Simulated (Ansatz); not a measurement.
**CH₅BO₂S₂: small, medium and large basis sets**

The task here is to estimate one member of a computed series from the others.

The runs use Ansatz 0.2.0, Gaussian basis; one geometry, several basis sets.

Levels to be run: PBE0-D4/def2-SVP; ωB97M-V/def2-SVP; PBE0-D4/def2-QZVPP; ωB97M-V/def2-QZVPP; the functionals' def2-TZVPP values are taken from earlier runs.

**The geometry**

All runs share one geometry, relaxed beforehand with PBE0-D4 in a triple-zeta def2 set.

SMILES `CSSB(O)O`, 11 atoms, charge 0, spin multiplicity 1.

Atoms are counted from 1 here; the program's logs count them from 0.

Bond lengths: C1–S2 1.803 Å, C1–H7 1.092 Å, C1–H8 1.089 Å, C1–H9 1.089 Å, S2–S3 2.052 Å, S3–B4 1.847 Å, B4–O5 1.352 Å, B4–O6 1.356 Å, O5–H10 0.971 Å, O6–H11 0.962 Å. Angles: S2–C1–H7 106.1°, S2–C1–H8 110.4°, S2–C1–H9 111.1°, H7–C1–H8 109.3°, H7–C1–H9 109.5°, H8–C1–H9 110.3°, C1–S2–S3 102.3°, S2–S3–B4 100.5°, S3–B4–O5 122.5°, S3–B4–O6 115.4°, O5–B4–O6 122.1°, B4–O5–H10 110.4°, B4–O6–H11 112.2°.

As a file:

```mol
CH5BO2S2
  3D, bonds by distance, orders not assigned

 11 10  0  0  0  0  0  0  0  0999 V2000
    0.2194   -1.0661    1.8351 C   0  0
    1.4876   -0.4987    0.6857 S   0  0
    0.6588   -0.9526   -1.1360 S   0  0
   -0.2240    0.6276   -1.5057 B   0  0
   -0.1620    1.7029   -0.6878 O   0  0
   -0.9374    0.6386   -2.6586 O   0  0
    0.6097   -0.8740    2.8372 H   0  0
    0.0477   -2.1347    1.7137 H   0  0
   -0.7104   -0.5156    1.6949 H   0  0
    0.4296    1.5253    0.0613 H   0  0
   -1.3535    1.4904   -2.8193 H   0  0
  1  2  8  0
  2  3  8  0
  3  4  8  0
  4  5  8  0
  4  6  8  0
  1  7  8  0
  1  8  8  0
  1  9  8  0
  5 10  8  0
  6 11  8  0
M  END
```

Set-up of the first run:

Input file in.yaml:

```yaml
crystal:
  periodic: [false, false, false]
  atoms:
    - {symbol: C, position_ang: [0.219358, -1.066066, 1.835112]}
    - {symbol: S, position_ang: [1.487568, -0.498729, 0.685707]}
    - {symbol: S, position_ang: [0.658822, -0.952563, -1.136027]}
    - {symbol: B, position_ang: [-0.223988, 0.627574, -1.505742]}
    - {symbol: O, position_ang: [-0.162032, 1.702892, -0.687799]}
    - {symbol: O, position_ang: [-0.937382, 0.638567, -2.658575]}
    - {symbol: H, position_ang: [0.609669, -0.873985, 2.837204]}
    - {symbol: H, position_ang: [0.047695, -2.134665, 1.713683]}
    - {symbol: H, position_ang: [-0.710352, -0.515625, 1.694945]}
    - {symbol: H, position_ang: [0.429586, 1.525284, 0.061290]}
    - {symbol: H, position_ang: [-1.353546, 1.490415, -2.819298]}
basis:
  gaussian: {orbitals: def2-SVP}
hamiltonian: {xc: pbe0, dispersion: d4}
output: {orbitals: {seedname: orbitals}}
```

Started as:

```bash
$ ansatz run in.yaml --threads 4 --pin off --events-out ev --progress --plain --max-ram 10444MiB
```

Among the steps run: PBE0-D4 in def2-SVP; ωB97M-V in def2-SVP; PBE0-D4 in def2-QZVPP; ωB97M-V in def2-QZVPP.

One table of the session follows, with a row left open; its other results are not shown here.

It belongs to the step «Density functionals: the series». 

```
functional       basis  HOMO (eV)
   PBE0-D4    def2-SVP      -7.10
   PBE0-D4  def2-TZVPP      -7.16
   PBE0-D4  def2-QZVPP          ?
   ωB97M-V    def2-SVP      -9.22
   ωB97M-V  def2-TZVPP      -9.31
   ωB97M-V  def2-QZVPP      -9.34
```

**Question.** Estimate the row for PBE0-D4, def2-QZVPP.

**Answer.** HOMO (eV): -7.18. In the column «HOMO (eV)» it lies between ωB97M-V, def2-SVP (-9.22) and PBE0-D4, def2-TZVPP (-7.16).
